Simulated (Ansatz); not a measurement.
Here is an Ansatz 0.2.0 calculation.

File input.yaml:

```yaml
crystal:
  lattice:
    - [2.1592890373, 1.246666107, 13.2280394098]
    - [-2.1592890373, 1.246666107, 13.2280394098]
    - [0.0, -2.4933322139, 13.2280394098]
  atoms:
    - { symbol: Te, position: [0.708972, 0.708972, 0.708972] }
    - { symbol: Te, position: [0.291028, 0.291028, 0.291028] }
    - { symbol: Te, position: [0.569683, 0.569683, 0.569683] }
    - { symbol: Te, position: [0.430317, 0.430317, 0.430317] }
    - { symbol: Sb, position: [0.859411, 0.859411, 0.859411] }
    - { symbol: Sb, position: [0.140589, 0.140589, 0.140589] }
    - { symbol: Ge, position: [0.0, 0.0, 0.0] }
hamiltonian:
  xc: pbesol
  pseudopotentials: { kind: paw }
kpoints:
  mp_grid: { grid: [7, 7, 7] }
scf:
  occupations: { method: fermi_dirac, width: 0.05 }
output:
  forces: true
  stress: true
  eigenvalues: true
```

Potentials or basis: Ansatz PAW.

Run with:

```console
$ ansatz run input.yaml --threads 4 --pin off --max-ram 11264MiB --backend cpu --events-out ev --progress --plain --runs-dir out
```

Task: Predict the band gap on the k mesh.

Result: None (metal or under the smearing width).

Task: Predict the largest force.

Result: 0.108 eV/Å.

Stress tensor (GPa, compression positive):
```
-2.53  0.00  0.00
 0.00 -2.53  0.00
 0.00  0.00 -2.80
```

Caveat: the PAW data sets come from PBE, with cores solved anew for the run's functional, which leaves a small shift of forces and pressure. The run has no spin-orbit coupling, so splittings on Sb, Te are missing.
